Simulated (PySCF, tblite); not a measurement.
# C7H11BFN: excited states

Aim: compute the excited states of C7H11BFN (`CB(C)c1ccc(F)n1C`).

Programs: tblite 0.8.0 and PySCF 2.14.0, with routines of our own; each step states its level. All values are computed. Atoms count from 0.

## Step 1: The starting structure

21 atoms, charge 0, multiplicity 1; geometry from: force field or distance geometry start.

## Step 2: Optimising the geometry with GFN2-xTB

Job settings and geometry (Å):

```
{"job": {"kind": "relax", "xc": "GFN2-xTB", "basis": "xTB"}, "charge": 0, "multiplicity": 1}
C     -2.066900     1.202400    -1.167500
B     -1.212900     0.125600    -0.386100
C     -1.927500    -1.209600     0.135000
C      0.333000     0.425100    -0.128500
C      0.957500     1.584900    -0.524100
C      2.274600     1.500700    -0.148500
C      2.415000     0.290000     0.481100
F      3.577000    -0.180200     1.018500
N      1.245700    -0.380400     0.506700
C      1.038000    -1.702100     1.098300
H     -3.131100     0.870800    -1.277000
H     -2.064700     2.163000    -0.610100
H     -1.648900     1.359500    -2.167300
H     -1.870600    -1.274000     1.233300
H     -1.478600    -2.088300    -0.336000
H     -3.012600    -1.190000    -0.136400
H      0.508400     2.421200    -1.054100
H      3.051800     2.234500    -0.308000
H      0.712900    -2.413500     0.319700
H      1.995100    -2.085000     1.531900
H      0.295800    -1.637500     1.918700
```

Run with:

```console
> OMP_NUM_THREADS=1 python excited_run.py task.json out
```

The driver reads the jobs from task.json and runs them one after another.

The program printed:

```text
step      E/eV     max force
  0    -802.02580    2.882
  1    -802.17714    1.199
  2    -802.21870    0.440
  3    -802.24735    0.340
  4    -802.25743    0.281
  5    -802.26296    0.235
  6    -802.27048    0.214
  7    -802.27646    0.192
  8    -802.27974    0.121
  9    -802.28122    0.071
 10    -802.28199    0.062
 11    -802.28253    0.059
 12    -802.28303    0.061
 13    -802.28348    0.051
 14    -802.28383    0.043
 15    -802.28410    0.039
 16    -802.28435    0.045
 17    -802.28454    0.037
 18    -802.28465    0.021
 19    -802.28470    0.017
 20    -802.28472    0.013
 21    -802.28475    0.012
 22    -802.28479    0.014
 23    -802.28482    0.013
 24    -802.28485    0.010
 25    -802.28488    0.013
 26    -802.28491    0.013
 27    -802.28493    0.011
 28    -802.28495    0.008
```

It took 0.22 s on 1 thread of Arm Neoverse V1, shared host.

Relaxation path:

| step | energy from step 0 (eV) | largest force (eV/Å) |
| --- | --- | --- |
| 0 | 0.0000 | 2.8817 |
| 1 | -0.1513 | 1.1993 |
| 2 | -0.1929 | 0.4403 |
| 3 | -0.2215 | 0.3396 |
| 4 | -0.2316 | 0.2815 |
| 5 | -0.2372 | 0.2349 |
| 6 | -0.2447 | 0.2145 |
| 7 | -0.2507 | 0.1916 |
| 8 | -0.2539 | 0.1210 |
| 9 | -0.2554 | 0.0710 |
| 10 | -0.2562 | 0.0625 |
| 11 | -0.2567 | 0.0592 |
| 12 | -0.2572 | 0.0606 |
| 13 | -0.2577 | 0.0515 |
| 14 | -0.2580 | 0.0426 |
| 15 | -0.2583 | 0.0389 |
| 16 | -0.2586 | 0.0454 |
| 17 | -0.2587 | 0.0371 |
| 18 | -0.2589 | 0.0212 |
| 19 | -0.2589 | 0.0166 |
| 20 | -0.2589 | 0.0125 |
| 21 | -0.2590 | 0.0115 |
| 22 | -0.2590 | 0.0143 |
| 23 | -0.2590 | 0.0133 |
| 24 | -0.2591 | 0.0103 |
| 25 | -0.2591 | 0.0132 |
| 26 | -0.2591 | 0.0128 |
| 27 | -0.2591 | 0.0112 |
| 28 | -0.2591 | 0.0085 |

Close pairs (by a distance rule), those that changed most:

| bond | before (Å) | after (Å) | change (Å) |
| --- | --- | --- | --- |
| B1–C3 | 1.596 | 1.533 | -0.062 |
| C0–H10 | 1.120 | 1.087 | -0.033 |
| C2–H15 | 1.119 | 1.087 | -0.031 |
| C9–H19 | 1.118 | 1.089 | -0.029 |
| N8–C9 | 1.463 | 1.437 | -0.026 |
| C4–C5 | 1.372 | 1.397 | +0.024 |
| C6–F7 | 1.364 | 1.341 | -0.023 |
| C0–H11 | 1.111 | 1.089 | -0.022 |

The next job starts from the end point, and lists it.

## Step 3: Harmonic vibrations with GFN2-xTB

Job settings and geometry (Å):

```
{"job": {"kind": "ir", "xc": "GFN2-xTB", "basis": "xTB"}, "charge": 0, "multiplicity": 1}
C     -2.052820     1.196335    -1.154194
B     -1.205589     0.111974    -0.365914
C     -1.930353    -1.206024     0.136512
C      0.279063     0.417771    -0.135787
C      0.944072     1.576688    -0.533142
C      2.284402     1.504847    -0.147182
C      2.404337     0.291599     0.480185
F      3.491060    -0.264574     1.035603
N      1.231437    -0.366528     0.498998
C      1.054708    -1.666367     1.085474
H     -3.094186     0.916054    -1.292277
H     -2.042588     2.154761    -0.637789
H     -1.634387     1.383072    -2.141766
H     -1.863952    -1.320425     1.217402
H     -1.489027    -2.103272    -0.294703
H     -2.987356    -1.220429    -0.118279
H      0.493493     2.397607    -1.053690
H      3.061352     2.225974    -0.298149
H      0.720457    -2.383034     0.334635
H      2.007323    -2.001674     1.493737
H      0.319633    -1.627412     1.889855
```

The program printed:

```text
mode    cm-1     km/mol
  1     -45.5      0.06
  2      58.0      0.80
  3      71.7      1.85
  4      94.3      1.69
  5     174.0      0.51
  6     194.7      2.73
  7     228.5      0.54
  8     278.3      2.04
  9     290.2      0.08
 10     303.6      1.35
 11     326.8      3.36
 12     388.2      6.69
 13     487.9      2.78
 14     507.0     16.37
 15     576.4      7.29
 16     620.7      0.49
 17     652.5     15.25
 18     710.3      0.04
 19     747.5      5.10
 20     800.3     18.94
 21     809.8     19.92
 22     839.9      0.18
 23     880.3      0.66
 24     891.8    126.62
 25     933.2     31.28
 26    1028.5      1.03
 27    1064.8     54.61
 28    1102.1      0.12
 29    1114.4    112.56
 30    1138.5     21.49
 31    1169.9     14.22
 32    1231.6     99.34
 33    1366.0     81.14
 34    1374.6      5.79
 35    1385.1     34.55
 36    1395.0     11.75
 37    1415.4      4.36
 38    1431.0    340.56
 39    1455.6      7.98
 40    1467.7     13.35
 41    1494.7     74.06
 42    1497.4      0.37
 43    1503.2     20.50
 44    1509.2      4.41
 45    1510.7     17.28
 46    1564.1     89.36
 47    2995.1     11.67
 48    3006.1     22.76
 49    3006.4     12.95
 50    3011.8     55.71
 51    3017.2     32.26
 52    3022.7     22.47
 53    3031.2      6.17
 54    3038.6      3.65
 55    3042.9     78.79
 56    3174.3     11.70
 57    3186.0     19.22
```

It took 0.87 s on 1 thread of Arm Neoverse V1, shared host.

Which atoms move in the most intense modes:

| cm⁻¹ | km/mol | atoms |
| --- | --- | --- |
| 892 | 126.6 | B1 26 %, H12 13 %, H11 13 %, H13 12 % |
| 1114 | 112.6 | B1 58 % |
| 1232 | 99.3 | B1 30 %, N8 17 %, C4 13 % |
| 1366 | 81.1 | N8 39 %, C3 32 % |
| 1431 | 340.6 | C3 41 %, C4 22 %, C6 14 % |
| 1495 | 74.1 | C6 24 %, N8 23 %, H14 12 % |
| 1564 | 89.4 | C6 46 %, C5 26 %, C4 11 % |
| 3043 | 78.8 | H15 47 %, H10 42 % |

## Step 4: Excited states: TDA B3LYP/def2-SVP

Settings changed since step 3:

```diff
@@ -1,2 +1,2 @@
-{"job": {"kind": "ir", "xc": "GFN2-xTB", "basis": "xTB"}, "charge": 0, "multiplicity": 1}
+{"job": {"kind": "states", "xc": "B3LYP", "basis": "def2-SVP", "tda": true, "soc": true, "nstates": 6, "ntriplets": 6, "nquad": 4}, "charge": 0, "multiplicity": 1}
 C     -2.052820     1.196335    -1.154194
```

With the program's defaults for keys left out, this is: TDA B3LYP/def2-SVP excited states, vertical, gas phase, spin-orbit mean-field couplings.

The program printed:

```text
coarse grid: 17656 points
cycle   1  E = -452.2777305311  dE =  1.442e+00  |g| = 7.433e-01  |ddm| = 5.015e+00
cycle   2  E = -452.1325888343  dE =  1.451e-01  |g| = 1.086e+00  |ddm| = 1.827e+00
cycle   3  E = -452.4047631238  dE = -2.722e-01  |g| = 1.746e-01  |ddm| = 1.177e+00
cycle   4  E = -452.4122674254  dE = -7.504e-03  |g| = 4.259e-02  |ddm| = 2.219e-01
cycle   5  E = -452.4126575552  dE = -3.901e-04  |g| = 1.482e-02  |ddm| = 4.867e-02
cycle   6  E = -452.4127045208  dE = -4.697e-05  |g| = 4.049e-03  |ddm| = 1.625e-02
cycle   7  E = -452.4127075374  dE = -3.017e-06  |g| = 1.584e-03  |ddm| = 4.759e-03
final grid: 171352 points
cycle   8  E = -452.4897862357  dE = -6.978e-05  |g| = 8.497e-03  |ddm| = 5.747e-02
cycle   9  E = -452.4897730578  dE =  1.318e-05  |g| = 1.127e-02  |ddm| = 1.935e-02
cycle  10  E = -452.4898040943  dE = -3.104e-05  |g| = 1.920e-03  |ddm| = 1.169e-02
cycle  11  E = -452.4898049972  dE = -9.029e-07  |g| = 2.920e-04  |ddm| = 2.198e-03
cycle  12  E = -452.4898050116  dE = -1.442e-08  |g| = 1.961e-04  |ddm| = 4.845e-04
cycle  13  E = -452.4898050189  dE = -7.262e-09  |g| = 2.492e-05  |ddm| = 1.583e-04
cycle  14  E = -452.4898050190  dE = -1.248e-10  |g| = 1.376e-05  |ddm| = 4.248e-05
converged SCF energy = -452.4898050190

Singlet excitations
state   eV       nm        f     d(h-e)  d(exc)  Lambda  PR(NTO)  |dmu|/D   mu/D   main configurations
  1   5.0739   244.4   0.44280   1.573   3.210   0.692   1.116    3.102    3.369   H->L 0.89
  2   5.5093   225.0   0.05404   1.666   3.248   0.524   1.091    4.429    4.598   H-1->L 0.90
  3   5.9792   207.4   0.00013   1.350   2.996   0.462   1.006    4.320    4.549   H-2->L 0.99
  4   6.3825   194.3   0.00004   0.678   2.895   0.474   1.018    1.742    2.279   H-3->L 0.98
  5   6.5752   188.6   0.00173   2.586   4.119   0.256   1.012                     H->L+1 0.99
  6   7.1220   174.1   0.03239   1.438   3.528   0.685   1.086                     H->L+2 0.82

Triplet excitations (Tamm-Dancoff)
state   eV     d(h-e)  d(exc)  Lambda  PR(NTO)   main configurations
  1   3.3679   0.886   2.858   0.703   1.012   H->L 0.95
  2   4.4360   1.385   2.998   0.515   1.012   H-1->L 0.95
  3   5.5735   1.182   2.878   0.461   1.016   H-2->L 0.96
  4   5.6207   0.068   2.706   0.695   1.050   H->L+2 0.80, H->L+4 0.11
  5   6.0150   0.654   2.811   0.475   1.010   H-3->L 0.98
  6   6.4919   2.325   3.970   0.270   1.025   H->L+1 0.93
S1 - T1 = 1.7059 eV

Spin-orbit couplings |<S|Hso|T>| (cm-1)
             T1       T2       T3       T4       T5       T6
S0        0.066    0.107    2.885    0.290    6.168    6.888
S1        0.038    0.065    2.229    0.239    3.107    1.352
S2        0.031    0.016    1.967    0.138    2.791    0.774
S3        1.162    2.254    0.151    0.365    6.860    0.059
S4        2.210    3.442    6.967    0.601    0.148    0.058
S5        1.329    0.099    0.483    1.154    0.047    0.303
S6        0.180    0.059    0.303    0.566    0.456    1.344
T1 sublevels (cm-1): 0.000 0.000 0.000   radiative rates (1/s): 0.0257 0.00106 0.129
```

Wall time 52 s (1 thread of Arm Neoverse V1, shared host); peak memory 0.92 GiB.

Key values:

| quantity | value |
| --- | --- |
| S1 less T1 | 1.71 eV |

Orbitals, density, ELF and potential are computed afterwards from the orbital file.

Frontier orbitals at B3LYP/def2-SVP, with the share of their density that lies nearest to each atom:

| orbital | energy (eV) | lies on |
| --- | --- | --- |
| HOMO | -6.02 | C3 34 %; C6 23 %; C4, C5 about 10 % each |
| LUMO | -0.95 | B1 38 %; C4 14 %; C6 9 % |

ELF in a plane through or near 15 of the atoms.

Ten even steps from ' ' (0.00) to '@' (1.00):
```
                                                        
                                                        
                                                        
                                                        
            ..####--....                                
            %%@@@@@@==++++..  ..==++--++%%##--          
            ::@@@@@@----**::  --**--==@@@@@@@@          
        ..::    ==**==++==    --++::--@@@@@@##          
        --####::  --%%%%==  ..++@@@@####%%==            
      ::####++##--%%::++%%++##++..::++                  
      --##%%####::==******--####==::%%**%%@@@@%%..      
      ..==++::--==**::..##++++++++@@++--@@@@@@@@--      
              --%%**++++++%%==  ::++::..%%@@@@%%::      
            ::********##**--++    --****--::::..        
          ==@@@@@@##++++##@@@@**    ::::..              
          ++@@@@@@##....##@@@@%%                        
            **@@%%..    ::%%@@==                        
              ....        ....                          
                                                        
                                                        
```
The map spans 12.5 Å across and 10.5 Å up, centred on the molecule. Atoms in the plane (x, y in Å): C0 (2.4, -1.2), B1 (1.3, 0.0), C2 (1.7, 1.5), C3 (-0.2, -0.5), C4 (-0.7, -1.8), C5 (-2.1, -1.8), C6 (-2.4, -0.5), F7 (-3.7, 0.1), N8 (-1.3, 0.3), C9 (-1.4, 1.8), H10 (3.4, -0.8), H15 (2.8, 1.6), H16 (0.0, -2.7), H17 (-2.7, -2.6), H19 (-2.5, 2.1).

log10 of the density (e/Å³) in the same plane.

Values, 10 rows by 14 columns:
```
-4.0 -4.0 -4.0 -4.0 -4.0 -4.0 -4.0 -4.0 -4.0 -4.0 -4.0 -4.0 -4.0 -4.0
-4.0 -4.0 -4.0 -3.9 -3.3 -3.1 -3.1 -3.5 -3.3 -3.3 -3.9 -4.0 -4.0 -4.0
-4.0 -4.0 -3.7 -2.3 -1.4 -1.2 -1.4 -2.1 -1.6 -1.7 -2.2 -3.0 -4.0 -4.0
-4.0 -4.0 -2.9 -1.5  0.1  1.0 -0.1 -1.3 -0.1  0.1 -0.3 -1.7 -3.3 -4.0
-4.0 -3.2 -0.9 -0.3 -0.9  0.3 -0.2 -0.9  0.0  0.0 -0.7 -1.9 -3.2 -4.0
-4.0 -2.6 -0.1  0.8  0.9  0.2  0.3  0.3  0.9 -0.1 -0.4 -1.0 -2.4 -4.0
-4.0 -4.0 -1.8 -1.1  0.1  0.1  0.3 -0.3 -0.7  0.6  0.1 -0.9 -2.3 -4.0
-4.0 -4.0 -2.6 -1.0  0.3 -0.2  0.0 -0.1 -1.5 -0.9 -1.4 -2.3 -3.4 -4.0
-4.0 -4.0 -3.2 -2.0 -1.5 -2.1 -1.7 -1.6 -2.5 -2.8 -3.1 -3.9 -4.0 -4.0
-4.0 -4.0 -4.0 -3.6 -3.4 -3.7 -3.5 -3.4 -3.9 -4.0 -4.0 -4.0 -4.0 -4.0
```
The map spans 12.5 Å across and 10.5 Å up, centred on the molecule. Atoms in the plane (x, y in Å): C0 (2.4, -1.2), B1 (1.3, 0.0), C2 (1.7, 1.5), C3 (-0.2, -0.5), C4 (-0.7, -1.8), C5 (-2.1, -1.8), C6 (-2.4, -0.5), F7 (-3.7, 0.1), N8 (-1.3, 0.3), C9 (-1.4, 1.8), H10 (3.4, -0.8), H15 (2.8, 1.6), H16 (0.0, -2.7), H17 (-2.7, -2.6), H19 (-2.5, 2.1).

On the surface of density 0.002 e/bohr³ the electrostatic potential runs, from the 1st to the 99th percentile, from -0.68 V near C4 to 0.93 V near H18.

## Step 5: Outcome

```
                                                                  quantity                  value
                                 strongest single infrared mode (GFN2-xTB)  1431 cm⁻¹, 341 km/mol
                                              zero-point energy (GFN2-xTB)         105.2 kcal/mol
                                   S1 less T1 (step 4, TDA B3LYP/def2-SVP)                1.71 eV
potential on the surface of density 0.002 e/bohr³, 1st and 99th percentile     -0.68 V and 0.93 V
```

What this shows: The lowest mode is imaginary (46i cm⁻¹), so the xTB geometry is not a minimum: the zero-point energy counts the real modes alone, and all values at this geometry belong to a saddle point. The strongest single mode, at 1431 cm⁻¹, is carried by C3, C4, C6. Unscaled tight-binding wavenumbers are off by several per cent, some by more. Its intensities can rank the bands wrongly. In step 4, the number of triplets below S1 is 2, and the largest singlet-triplet spin-orbit coupling is S4–T3, 6.97 cm⁻¹. By nearest atom (B3LYP/def2-SVP), the HOMO sits on C3 34 %; C6 23 % and the LUMO on B1 38 %; C4 14 %.
